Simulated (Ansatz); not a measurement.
# H₂ with CH₃I: superposition error and deformation, part 2 of 3

Ansatz 0.2.0, Gaussian basis. The steps go on from the part before.

## Step 13: CCSD(T)/def2-TZVPPD

The inputs:

a/in.yaml

```yaml
crystal:
  periodic: [false, false, false]
  atoms:
    - {symbol: H, position_ang: [0.307300, 0.161385, -2.705284]}
    - {symbol: H, position_ang: [0.133184, -0.430484, -2.283256]}
basis:
  gaussian: {orbitals: "def2-TZVPPD.json"}
correlation: {method: ccsd_t}
```

b/in.yaml

```yaml
crystal:
  periodic: [false, false, false]
  atoms:
    - {symbol: C, position_ang: [-0.042062, 0.275138, 1.029848]}
    - {symbol: I, position_ang: [-0.471343, -1.788388, 0.732158]}
    - {symbol: H, position_ang: [-0.912732, 0.729587, 1.492248]}
    - {symbol: H, position_ang: [0.826380, 0.340998, 1.677824]}
    - {symbol: H, position_ang: [0.159374, 0.711864, 0.056363]}
basis:
  gaussian: {orbitals: "def2-TZVPPD.json"}
correlation: {method: ccsd_t}
```

One command serves all of them, each in its own folder.

On the command line:

```sh
$ ansatz run in.yaml --threads 2 --pin off --events-out ev --progress --plain --max-ram 5222MiB
```

Log of a, cut to the lines that bear on the results:

```text
Functional definition: HF
  name "HF"
  cite "Fock, Z. Phys. 61, 126 (1930) doi:10.1007/BF01340294"
  parent pbe
[...]
170 factors; integrals over basis functions are off by at most 1.0e-3 eV
[...]
mean field -30.82871196 eV, -1.1329342679 hartree, gradient 2.3e-7 eV, S^2 0.000000; 0 other end points of the search recorded, 0 dependent functions left out
reference -30.82871196 eV, -1.1329342679 hartree; 1, 1 occupied and 33, 33 virtual orbitals, 170 factors
second order -0.86451719 eV of doubles, -0.00000000 eV of singles
cycle   1  -1.00927375 eV  change   -1.4e-1 eV  update   2.6e-2
[...]
cycle   7  -1.07542922 eV  change   -1.1e-6 eV  update   5.8e-7
perturbative correction 0.00000000 eV, 0.0000000000 hartree
Total energy: -31.90414117 eV, -1.1724555627 hartree
```

Output in b, cut to the lines that bear on the results:

```text
[... 4 set-up lines as earlier in the session ...]
[...]
1018 factors; integrals over basis functions are off by at most 8.8e-4 eV
[...]
mean field -9150.92102571 eV, -336.2901449779 hartree, gradient 2.0e-6 eV, S^2 0.000000; 0 other end points of the search recorded, 0 dependent functions left out
5 core orbitals not correlated: weight in the atoms' cores, before any rotation towards them, 1.000 or more for the frozen orbitals, at most 0.000 for the correlated occupied ones
reference -9150.92102571 eV, -336.2901449779 hartree; 12, 12 occupied and 130, 130 virtual orbitals, 1018 factors
second order -18.62736947 eV of doubles, -0.00000000 eV of singles
cycle   1  -17.78912022 eV  change    8.4e-1 eV  update   7.8e-2
[...]
cycle   8  -18.25894061 eV  change    5.9e-6 eV  update   1.8e-5
perturbative correction -0.48396669 eV, -0.0177854477 hartree
Total energy: -9169.66393301 eV, -336.9789341168 hartree
```

Wall times: 0.15 s (a), 27 s (b) on 2 threads of Arm Neoverse V1, shared host; peak memory 1.1 GiB.

## Step 14: Relaxing H₂ alone

Contents of relax-a/in.yaml:

```yaml
crystal:
  periodic: [false, false, false]
  atoms:
    - {symbol: H, position_ang: [0.307300, 0.161385, -2.705284]}
    - {symbol: H, position_ang: [0.133184, -0.430484, -2.283256]}
basis:
  gaussian: {orbitals: def2-TZVP}
hamiltonian: {xc: pbe0, dispersion: d4}
relax: {f_tol: 0.005, max_steps: 200}
```

On the command line:

```sh
$ ansatz run in.yaml --threads 2 --pin off --events-out ev --progress --plain --max-ram 5222MiB
```

Log, cut to the lines that bear on the results:

```text
[... 5 set-up lines as earlier in the session ...]
[...]
88 factors; their error is unknown
[...]
mean field -31.78861862 eV, -1.1682101871 hartree, gradient 1.7e-5 eV, S^2 0.000000; 0 other end points of the search recorded, 0 dependent functions left out
[...]
reference -31.78866859 eV, -1.1682120236 hartree; 1, 1 occupied and 11, 11 virtual orbitals, 88 factors
Total energy: -31.79027514 eV, -1.1682710633 hartree
Atom 0 at     0.307144     0.160856    -2.704907 Å, force    -0.000272    -0.000924     0.000659 eV/Å
Atom 1 at     0.133340    -0.429955    -2.283633 Å, force     0.000272     0.000924    -0.000659 eV/Å
Dipole moment:    -0.000000    -0.000000     0.000000 e Å
```

Wall time 0.2 s (2 threads of Arm Neoverse V1, shared host).

Step by step:

```
step  energy from step 1 (eV)  largest force component (eV/Å)
   1                   0.0000                          0.0389
   2                   0.0000                          0.0009
```

The bond:

```
 bond  before (Å)  after (Å)  change (Å)
H1–H2       0.747      0.746      -0.001
```

## Step 15: Relaxing CH₃I alone

Contents of relax-b/in.yaml:

```yaml
crystal:
  periodic: [false, false, false]
  atoms:
    - {symbol: C, position_ang: [-0.042062, 0.275138, 1.029848]}
    - {symbol: I, position_ang: [-0.471343, -1.788388, 0.732158]}
    - {symbol: H, position_ang: [-0.912732, 0.729587, 1.492248]}
    - {symbol: H, position_ang: [0.826380, 0.340998, 1.677824]}
    - {symbol: H, position_ang: [0.159374, 0.711864, 0.056363]}
basis:
  gaussian: {orbitals: def2-TZVP}
hamiltonian: {xc: pbe0, dispersion: d4}
relax: {f_tol: 0.005, max_steps: 200}
```

On the command line:

```sh
$ ansatz run in.yaml --threads 2 --pin off --events-out ev --progress --plain --max-ram 5222MiB
```

Log, cut to the lines that bear on the results:

```text
[... 5 set-up lines as earlier in the session ...]
[...]
730 factors; their error is unknown
[...]
mean field -9186.41541598 eV, -337.5945397612 hartree, gradient 2.9e-5 eV, S^2 0.000000; 0 other end points of the search recorded, 0 dependent functions left out
[...]
Atom 1 at    -0.471593    -1.789281     0.732550 Å, force     0.000031     0.000149     0.000025 eV/Å
Atom 2 at    -0.912499     0.729647     1.491951 Å, force     0.000293    -0.000175    -0.000200 eV/Å
Atom 3 at     0.826264     0.341163     1.677480 Å, force    -0.000288    -0.000042    -0.000263 eV/Å
Atom 4 at     0.159569     0.712997     0.057006 Å, force    -0.000096    -0.000211     0.000486 eV/Å
Dipole moment:     0.072932     0.350499     0.050421 e Å
```

Wall time 6.5 s (2 threads of Arm Neoverse V1, shared host).

Relaxation path:

```
step  energy from step 1 (eV)  largest force component (eV/Å)
   1                   0.0000                          0.0136
   2                   0.0000                          0.0106
   3                   0.0000                          0.0150
   4                   0.0000                          0.0005
```

Close pairs (by a distance rule), those that changed most:

```
 bond  before (Å)  after (Å)  change (Å)
C1–I2       2.129      2.129      +0.000
C1–H5       1.086      1.086      -0.000
C1–H4       1.086      1.086      +0.000
C1–H3       1.086      1.086      +0.000
```

## Step 16: PBE-D4/def2-TZVPPD

Contents of free-a/in.yaml:

```yaml
crystal:
  periodic: [false, false, false]
  atoms:
    - {symbol: H, position_ang: [0.307144, 0.160856, -2.704907]}
    - {symbol: H, position_ang: [0.133340, -0.429955, -2.283633]}
basis:
  gaussian: {orbitals: "def2-TZVPPD.json"}
hamiltonian: {xc: pbe, dispersion: d4}
```

Contents of free-b/in.yaml:

```yaml
crystal:
  periodic: [false, false, false]
  atoms:
    - {symbol: C, position_ang: [-0.042124, 0.274674, 1.029455]}
    - {symbol: I, position_ang: [-0.471593, -1.789281, 0.732550]}
    - {symbol: H, position_ang: [-0.912499, 0.729647, 1.491951]}
    - {symbol: H, position_ang: [0.826264, 0.341163, 1.677480]}
    - {symbol: H, position_ang: [0.159569, 0.712997, 0.057006]}
basis:
  gaussian: {orbitals: "def2-TZVPPD.json"}
hamiltonian: {xc: pbe, dispersion: d4}
```

Each run has its own folder and the same command.

On the command line:

```sh
$ ansatz run in.yaml --threads 2 --pin off --events-out ev --progress --plain --max-ram 5222MiB
```

Output in free-a, cut to the lines that bear on the results:

```text
[... 4 set-up lines as earlier in the session ...]
[...]
118 factors; their error is unknown
[...]
mean field -31.73230000 eV, -1.1661405160 hartree, gradient 1.3e-5 eV, S^2 0.000000; 0 other end points of the search recorded, 0 dependent functions left out
reference -31.73232090 eV, -1.1661412840 hartree; 1, 1 occupied and 33, 33 virtual orbitals, 118 factors
Total energy: -31.73434011 eV, -1.1662154889 hartree
```

Output in free-b, cut to the lines that bear on the results:

```text
[... 4 set-up lines as earlier in the session ...]
[...]
765 factors; their error is unknown
[...]
mean field -9185.53457578 eV, -337.5621694810 hartree, gradient 3.6e-5 eV, S^2 0.000000; 0 other end points of the search recorded, 0 dependent functions left out
reference -9185.53462012 eV, -337.5621711106 hartree; 17, 17 occupied and 130, 130 virtual orbitals, 765 factors
Total energy: -9185.59900613 eV, -337.5645372526 hartree
```

They took 0.1 s (free-a), 1.4 s (free-b) on 2 threads of Arm Neoverse V1, shared host.

## Step 17: r2SCAN-D4/def2-TZVPPD

Each input of step 16 (free-a, free-b) changes in the same lines:

```diff
-hamiltonian: {xc: pbe, dispersion: d4}
+hamiltonian: {xc: r2scan, dispersion: d4}
```

The same command starts each run, in its folder.

On the command line:

```sh
$ ansatz run in.yaml --threads 2 --pin off --events-out ev --progress --plain --max-ram 5222MiB
```

Output in free-a, cut to the lines that bear on the results:

```text
[... 5 set-up lines as earlier in the session ...]
[...]
118 factors; their error is unknown
[...]
mean field -31.87257866 eV, -1.1712956617 hartree, gradient 8.3e-5 eV, S^2 0.000000; 0 other end points of the search recorded, 0 dependent functions left out
reference -31.87258500 eV, -1.1712958948 hartree; 1, 1 occupied and 33, 33 virtual orbitals, 118 factors
Total energy: -31.87308638 eV, -1.1713143202 hartree
```

Output in free-b, cut to the lines that bear on the results:

```text
[... 5 set-up lines as earlier in the session ...]
[...]
765 factors; their error is unknown
[...]
mean field -9189.89527618 eV, -337.7224222649 hartree, gradient 3.6e-5 eV, S^2 0.000000; 0 other end points of the search recorded, 0 dependent functions left out
reference -9189.89528721 eV, -337.7224226704 hartree; 17, 17 occupied and 130, 130 virtual orbitals, 765 factors
Total energy: -9189.90894793 eV, -337.7229246925 hartree
```

They took 0.35 s (free-a), 3.1 s (free-b) on 2 threads of Arm Neoverse V1, shared host.

## Step 18: PBE0-D4/def2-TZVPPD

Each input of step 17 (free-a, free-b) changes in the same lines:

```diff
-hamiltonian: {xc: r2scan, dispersion: d4}
+hamiltonian: {xc: pbe0, dispersion: d4}
+output: {orbitals: {seedname: orbitals}}
```

The same command starts each run, in its folder.

On the command line:

```sh
$ ansatz run in.yaml --threads 2 --pin off --events-out ev --progress --plain --max-ram 5222MiB
```

Log of free-a, cut to the lines that bear on the results:

```text
[... 5 set-up lines as earlier in the session ...]
[...]
118 factors; their error is unknown
[...]
mean field -31.79643994 eV, -1.1684976154 hartree, gradient 8.9e-5 eV, S^2 0.000000; 0 other end points of the search recorded, 0 dependent functions left out
reference -31.79645488 eV, -1.1684981643 hartree; 1, 1 occupied and 33, 33 virtual orbitals, 118 factors
Total energy: -31.79806143 eV, -1.1685572039 hartree
```

Log of free-b, cut to the lines that bear on the results:

```text
[... 5 set-up lines as earlier in the session ...]
[...]
810 factors; their error is unknown
[...]
mean field -9186.45306594 eV, -337.5959233717 hartree, gradient 3.9e-5 eV, S^2 0.000000; 0 other end points of the search recorded, 0 dependent functions left out
reference -9186.45309524 eV, -337.5959244487 hartree; 17, 17 occupied and 130, 130 virtual orbitals, 810 factors
Total energy: -9186.50640364 eV, -337.5978834959 hartree
```

They took 0.1 s (free-a), 1.9 s (free-b) on 2 threads of Arm Neoverse V1, shared host.

## Step 19: B3LYP-D4/def2-TZVPPD

The same edit goes into each in.yaml of step 18 (free-a, free-b):

```diff
-hamiltonian: {xc: pbe0, dispersion: d4}
-output: {orbitals: {seedname: orbitals}}
+hamiltonian: {xc: {name: B3LYP}, dispersion: d4}
```

Each run has its own folder and the same command.

On the command line:

```sh
$ ansatz run in.yaml --threads 2 --pin off --events-out ev --progress --plain --max-ram 5222MiB
```

free-a printed, cut to the lines that bear on the results:

```text
[... 6 set-up lines as earlier in the session ...]
[...]
118 factors; their error is unknown
[...]
mean field -32.10969487 eV, -1.1800095216 hartree, gradient 5.9e-5 eV, S^2 0.000000; 0 other end points of the search recorded, 0 dependent functions left out
reference -32.10982818 eV, -1.1800144207 hartree; 1, 1 occupied and 33, 33 virtual orbitals, 118 factors
Total energy: -32.11297926 eV, -1.1801302207 hartree
```

Output in free-b, cut to the lines that bear on the results:

```text
[... 6 set-up lines as earlier in the session ...]
[...]
794 factors; their error is unknown
[...]
mean field -9190.23909747 eV, -337.7350574641 hartree, gradient 2.1e-5 eV, S^2 0.000000; 0 other end points of the search recorded, 0 dependent functions left out
reference -9190.23931280 eV, -337.7350653773 hartree; 17, 17 occupied and 130, 130 virtual orbitals, 794 factors
Total energy: -9190.34569278 eV, -337.7389747696 hartree
```

Wall times: 0.1 s (free-a), 2.2 s (free-b) on 2 threads of Arm Neoverse V1, shared host.

## Step 20: wB97X-V/def2-TZVPPD

Each input of step 19 (free-a, free-b) changes in the same lines:

```diff
-hamiltonian: {xc: {name: B3LYP}, dispersion: d4}
+hamiltonian: {xc: {name: wB97X-V}}
```

Each run has its own folder and the same command.

On the command line:

```sh
$ ansatz run in.yaml --threads 2 --pin off --events-out ev --progress --plain --max-ram 5222MiB
```

Output in free-a, cut to the lines that bear on the results:

```text
[... 5 set-up lines as earlier in the session ...]
[...]
      + integral(e_c_pw_opposite_spin*poly(b97_u_opposite, cos0, cos1)) + vv10(b, c)
118 factors; their error is unknown
52 factors; integrals over basis functions are off by at most 1.4e-5 eV
[...]
mean field -31.90915762 eV, -1.1726399137 hartree, gradient 4.2e-6 eV, S^2 0.000000; 0 other end points of the search recorded, 0 dependent functions left out
reference -31.90915664 eV, -1.1726398779 hartree; 1, 1 occupied and 33, 33 virtual orbitals, 118 factors
Total energy: -31.90915664 eV, -1.1726398779 hartree
```

Log of free-b, cut to the lines that bear on the results:

```text
[... 5 set-up lines as earlier in the session ...]
[...]
      + integral(e_c_pw_opposite_spin*poly(b97_u_opposite, cos0, cos1)) + vv10(b, c)
794 factors; their error is unknown
238 factors; integrals over basis functions are off by at most 3.8e-5 eV
[...]
mean field -9186.81445938 eV, -337.6092043359 hartree, gradient 6.4e-5 eV, S^2 0.000000; 0 other end points of the search recorded, 0 dependent functions left out
reference -9186.81445758 eV, -337.6092042696 hartree; 17, 17 occupied and 130, 130 virtual orbitals, 794 factors
Total energy: -9186.81445758 eV, -337.6092042696 hartree
```

Wall times: 0.25 s (free-a), 6 s (free-b) on 2 threads of Arm Neoverse V1, shared host.

## Step 21: wB97M-V/def2-TZVPPD

The same edit goes into each in.yaml of step 20 (free-a, free-b):

```diff
-hamiltonian: {xc: {name: wB97X-V}}
+hamiltonian: {xc: {name: wB97M-V}}
```

The same command starts each run, in its folder.

On the command line:

```sh
$ ansatz run in.yaml --threads 2 --pin off --events-out ev --progress --plain --max-ram 5222MiB
```

Output in free-a, cut to the lines that bear on the results:

```text
[... 5 set-up lines as earlier in the session ...]
  # Of w^i u^j: cxij and so on, Table III.
[...]
  gx(w, u) = 1 - cx + cx01*u + cx10*w
[...]
      + integral(e_c_pw_mod_opposite_spin*gos(b97_w_opposite, b97_u_opposite)) + vv10(b, c)
118 factors; their error is unknown
52 factors; integrals over basis functions are off by at most 1.4e-5 eV
[...]
mean field -31.60198717 eV, -1.1613516079 hartree, gradient 2.1e-5 eV, S^2 0.000000; 0 other end points of the search recorded, 0 dependent functions left out
reference -31.60201065 eV, -1.1613524707 hartree; 1, 1 occupied and 33, 33 virtual orbitals, 118 factors
Total energy: -31.60201065 eV, -1.1613524707 hartree
```

Log of free-b, cut to the lines that bear on the results:

```text
[... 5 set-up lines as earlier in the session ...]
  # Of w^i u^j: cxij and so on, Table III.
[...]
  gx(w, u) = 1 - cx + cx01*u + cx10*w
[...]
      + integral(e_c_pw_mod_opposite_spin*gos(b97_w_opposite, b97_u_opposite)) + vv10(b, c)
794 factors; their error is unknown
238 factors; integrals over basis functions are off by at most 3.8e-5 eV
[...]
mean field -9186.19862859 eV, -337.5865729716 hartree, gradient 6.4e-5 eV, S^2 0.000000; 0 other end points of the search recorded, 0 dependent functions left out
reference -9186.19867956 eV, -337.5865748448 hartree; 17, 17 occupied and 130, 130 virtual orbitals, 794 factors
Total energy: -9186.19867956 eV, -337.5865748448 hartree
```

Wall times: 0.25 s (free-a), 6.5 s (free-b) on 2 threads of Arm Neoverse V1, shared host.

## Step 22: B2PLYP/def2-TZVPPD

The same edit goes into each in.yaml of step 21 (free-a, free-b):

```diff
-hamiltonian: {xc: {name: wB97M-V}}
+hamiltonian: {xc: {name: B2PLYP}}
```

The same command starts each run, in its folder.

On the command line:

```sh
$ ansatz run in.yaml --threads 2 --pin off --events-out ev --progress --plain --max-ram 5222MiB
```

Log of free-a, cut to the lines that bear on the results:

```text
[... 5 set-up lines as earlier in the session ...]
[...]
170 factors; integrals over basis functions are off by at most 1.0e-3 eV
[...]
mean field -31.55941360 eV, -1.1597870579 hartree, gradient 6.0e-7 eV, S^2 0.000000; 0 other end points of the search recorded, 0 dependent functions left out
reference -31.55949608 eV, -1.1597900893 hartree; 1, 1 occupied and 33, 33 virtual orbitals, 170 factors
second order -1.02664724 eV of doubles, -0.00000000 eV of singles
Total energy: -31.83669084 eV, -1.1699768087 hartree
```

Log of free-b, cut to the lines that bear on the results:

```text
[... 5 set-up lines as earlier in the session ...]
[...]
1021 factors; integrals over basis functions are off by at most 8.7e-4 eV
[...]
mean field -9176.01801976 eV, -337.2124424977 hartree, gradient 2.1e-6 eV, S^2 0.000000; 0 other end points of the search recorded, 0 dependent functions left out
5 core orbitals not correlated: weight in the atoms' cores, before any rotation towards them, 1.000 or more for the frozen orbitals, at most 0.000 for the correlated occupied ones
reference -9176.01815103 eV, -337.2124473218 hartree; 12, 12 occupied and 130, 130 virtual orbitals, 1021 factors
second order -21.71623795 eV of doubles, -0.00000000 eV of singles
Total energy: -9181.88153527 eV, -337.4279227185 hartree
```

Times: 0.15 s (free-a), 3.7 s (free-b) on 2 threads of Arm Neoverse V1, shared host.

## Step 23: BLYP-D4/def2-TZVPPD

Each input of step 22 (free-a, free-b) changes in the same lines:

```diff
-hamiltonian: {xc: {name: B2PLYP}}
+hamiltonian: {xc: {name: BLYP}, dispersion: d4}
```

The same command starts each run, in its folder.

On the command line:

```sh
$ ansatz run in.yaml --threads 2 --pin off --events-out ev --progress --plain --max-ram 5222MiB
```

Output in free-a, cut to the lines that bear on the results:

```text
[... 4 set-up lines as earlier in the session ...]
[...]
118 factors; their error is unknown
[...]
mean field -31.82623139 eV, -1.1695924309 hartree, gradient 2.5e-5 eV, S^2 0.000000; 0 other end points of the search recorded, 0 dependent functions left out
reference -31.82641633 eV, -1.1695992275 hartree; 1, 1 occupied and 33, 33 virtual orbitals, 118 factors
Total energy: -31.83131421 eV, -1.1697792214 hartree
```

Output in free-b, cut to the lines that bear on the results:

```text
[... 4 set-up lines as earlier in the session ...]
[...]
765 factors; their error is unknown
[...]
mean field -9185.32959345 eV, -337.5546365193 hartree, gradient 3.3e-5 eV, S^2 0.000000; 0 other end points of the search recorded, 0 dependent functions left out
reference -9185.32989503 eV, -337.5546476021 hartree; 17, 17 occupied and 130, 130 virtual orbitals, 765 factors
Total energy: -9185.47641070 eV, -337.5600319538 hartree
```

They took 0.1 s (free-a), 1.8 s (free-b) on 2 threads of Arm Neoverse V1, shared host.

## Step 24: revPBE-D4/def2-TZVPPD

The same edit goes into each in.yaml of step 23 (free-a, free-b):

```diff
-hamiltonian: {xc: {name: BLYP}, dispersion: d4}
+hamiltonian: {xc: {name: revPBE}, dispersion: d4}
```

The same command starts each run, in its folder.

On the command line:

```sh
$ ansatz run in.yaml --threads 2 --pin off --events-out ev --progress --plain --max-ram 5222MiB
```

free-a printed, cut to the lines that bear on the results:

```text
[... 4 set-up lines as earlier in the session ...]
[...]
118 factors; their error is unknown
[...]
mean field -32.01656461 eV, -1.1765870477 hartree, gradient 1.6e-5 eV, S^2 0.000000; 0 other end points of the search recorded, 0 dependent functions left out
reference -32.01659117 eV, -1.1765880240 hartree; 1, 1 occupied and 33, 33 virtual orbitals, 118 factors
Total energy: -32.02733755 eV, -1.1769829459 hartree
```

free-b printed, cut to the lines that bear on the results:

```text
[... 4 set-up lines as earlier in the session ...]
[...]
765 factors; their error is unknown
[...]
mean field -9188.32505597 eV, -337.6647177366 hartree, gradient 3.8e-5 eV, S^2 0.000000; 0 other end points of the search recorded, 0 dependent functions left out
reference -9188.32511537 eV, -337.6647199195 hartree; 17, 17 occupied and 130, 130 virtual orbitals, 765 factors
Total energy: -9188.53050072 eV, -337.6722676916 hartree
```

They took 0.1 s (free-a), 1.4 s (free-b) on 2 threads of Arm Neoverse V1, shared host.

(Continued in part 3 of 3.)
